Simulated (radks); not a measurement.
# He⁺ in 1s1: an all-electron calculation

Wanted: eigenvalues, radial structure and energy terms of the helium ion He+.

Method: Dirac Kohn-Sham, LDA (Slater exchange, Perdew-Wang correlation), spin-unpolarised, spherical densities, finite nucleus. Code: radks (a radial shooting solver on a logarithmic mesh, Libxc functionals) version 1.

**1. Starting point**

| Item | Value |
| --- | --- |
| element | helium (Z = 2) |
| charge | +1 |
| electrons | 1 |
| configuration | 1s1 |
| nuclear rms radius | 1.6755 fm |

Outer shells as boxes (Hund's rule):

He⁺
```
1s [↑ ]
```

**2. The calculation**

Input:

```text
Z 2
configuration 1s1
relativity Dirac
functional lda,pw
spin unpolarised
j_filling average
nucleus finite rms 1.6755 fm
c 137.035999084
```

On the command line:

```console
$ python run_ks.py task.json out
```

This one command runs every case of the session in turn.

Q: Predict the outcome of this run.

The runs gave:

```
                        quantity                    value
                    total energy         -1.86116 hartree
exchange-correlation share of it                  24.62 %
                            −T/E                   0.9826
          highest occupied level        1s1/2, -38.389 eV
    most extended occupied level  1s1/2, <r> = 0.795 bohr
 radius at density 0.001 e/bohr³                2.05 bohr
    maxima of the radial density                        1
         ionisation energy, NIST       54.418 (theory) eV
```

What this shows: The radial density shows 1 maxima for 1 occupied principal shells. The top level binds by 38.389 eV, 71 % of the NIST ionisation energy of 54.418 eV; the potential of a semilocal functional falls off too fast, so its top eigenvalue is too shallow. Spin polarisation and multiplet splitting are left out.
